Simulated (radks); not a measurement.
# The Coulomb parameter U of the 5d shell of W²⁺

The task here is to estimate one member of a computed series from the others.

Program: radks (a radial shooting solver on a logarithmic mesh, Libxc functionals) version 1. Level of theory: Dirac Kohn-Sham, PBE, spin-unpolarised, spherical densities, finite nucleus; open shells are shared between the two j in proportion to 2j + 1. These are calculated values, not measurements, unless marked.

## What is computed

| Quantity | Value |
| --- | --- |
| element | tungsten (Z = 74) |
| charge | +2 |
| electrons | 72 |
| configuration | [Xe] 4f14 5d3 6s1 |
| nuclear rms radius | 5.3658 fm |

The outer shells:

W²⁺
```
[Xe] core
4f [↑↓][↑↓][↑↓][↑↓][↑↓][↑↓][↑↓]
5d [↑ ][↑ ][↑ ][  ][  ]
6s [↑ ]
```

The first run:

Input:

```text
Z 74
configuration [Xe] 4f14 5d3 6s1
relativity Dirac
functional pbe,pbe
spin unpolarised
j_filling average
nucleus finite rms 5.3658 fm
c 137.035999084
```

Steps of the session up to this table: Start: [Xe] 4f14 5d3 6s1.

One table of the session follows, with a row left open; its other results are not shown here.

It belongs to the step «Start: [Xe] 4f14 5d3 6s1». Radial moments (bohr):

| level | <r> | outermost maximum (interpolated) | 90 % within | nodes |
| --- | --- | --- | --- | --- |
| 5s1/2 | 1.066 | 0.963 | 1.53 | 4 |
| 5p1/2 | ? | ? | ? | ? |
| 5p3/2 | 1.271 | 1.12 | 1.85 | 3 |
| 4f5/2 | 0.6021 | 0.426 | 0.998 | 0 |
| 4f7/2 | 0.6116 | 0.431 | 1.01 | 0 |
| 5d3/2 | 1.790 | 1.43 | 2.76 | 2 |
| 5d5/2 | 1.844 | 1.47 | 2.84 | 2 |
| 6s1/2 | 2.736 | 2.44 | 3.93 | 5 |

**Question.** Estimate the row for 5p1/2.

**Answer.** <r>: 1.171; outermost maximum (interpolated): 1.03; 90 % within: 1.71; nodes: 3. In the column «<r>» it lies between 5s1/2 (1.066) and 5p3/2 (1.271).
